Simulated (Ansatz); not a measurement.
# CH₅BSSi: basis-set convergence

Aim: see how fast density functionals converge with the basis set for CH₅BSSi.

The runs use Ansatz 0.2.0, Gaussian basis; one geometry, several basis sets.

Levels to be run: PBE0-D4/def2-SVP; ωB97M-V/def2-SVP; PBE0-D4/def2-QZVPP; ωB97M-V/def2-QZVPP; the functionals' def2-TZVPP values are taken from earlier runs.

### Step 1. The geometry

The geometry comes from an earlier relaxation with PBE0-D4 in a triple-zeta def2 set; it is a stationary point, not always the lowest conformer.

9 atoms, charge 0, spin multiplicity 1.

Atoms are counted from 1 here; the program's logs count them from 0.

Bond lengths: S1–C2 1.802 Å, S1–B3 1.980 Å, S1–H5 1.353 Å, C2–B3 1.582 Å, C2–Si4 1.874 Å, C2–H6 1.083 Å, B3–Si4 1.942 Å, B3–H7 1.188 Å, Si4–H8 1.487 Å, Si4–H9 1.482 Å. Angles: C2–S1–B3 49.2°, C2–S1–H5 99.4°, B3–S1–H5 94.3°, S1–C2–B3 71.3°, S1–C2–Si4 100.4°, S1–C2–H6 117.5°, B3–C2–Si4 67.8°, B3–C2–H6 138.7°, Si4–C2–H6 138.3°, S1–B3–C2 59.6°, S1–B3–Si4 92.1°, S1–B3–H7 118.5°, C2–B3–Si4 63.3°, C2–B3–H7 135.9°, Si4–B3–H7 148.9°, C2–Si4–B3 48.9°, C2–Si4–H8 118.3°, C2–Si4–H9 110.6° and more.

### Step 2. PBE0-D4 in def2-SVP

The input, in.yaml:

```yaml
crystal:
  periodic: [false, false, false]
  atoms:
    - {symbol: S, position_ang: [-0.744102, 0.419598, -1.434633]}
    - {symbol: C, position_ang: [-0.256478, 0.670709, 0.282169]}
    - {symbol: B, position_ang: [0.880330, -0.146161, -0.453793]}
    - {symbol: Si, position_ang: [-0.166188, -1.106390, 0.871088]}
    - {symbol: H, position_ang: [-0.154467, 1.502515, -1.991354]}
    - {symbol: H, position_ang: [-0.406235, 1.656434, 0.704912]}
    - {symbol: H, position_ang: [1.942543, 0.104762, -0.924005]}
    - {symbol: H, position_ang: [-1.354732, -1.976807, 0.669443]}
    - {symbol: H, position_ang: [0.347930, -1.170758, 2.259073]}
basis:
  gaussian: {orbitals: def2-SVP}
hamiltonian: {xc: pbe0, dispersion: d4}
output: {orbitals: {seedname: orbitals}}
```

Started as:

```sh
ansatz run in.yaml --threads 2 --pin off --events-out ev --progress --plain --max-ram 4352MiB
```

Further steps of the session: ωB97M-V in def2-SVP; PBE0-D4 in def2-QZVPP; ωB97M-V in def2-QZVPP.

Before running them: what should the planned runs give, taken together? Wanted: PBE0-D4: double and triple zeta above quadruple; ωB97M-V: double and triple zeta above quadruple.

The runs gave:

| quantity | value |
| --- | --- |
| PBE0-D4: double and triple zeta above quadruple | 9.20, 0.70 eV |
| ωB97M-V: double and triple zeta above quadruple | 9.24, 0.65 eV |

In words: For PBE0-D4 the step from double to triple zeta gains 8.50 eV and the next only 0.70 eV. These are total energies; as a rule much of such shifts cancels in differences, which this series doesn't test. The LUMO of ωB97M-V is positive and keeps falling with the basis (1.91 to 1.12 eV): an unbound level that the basis holds in place.
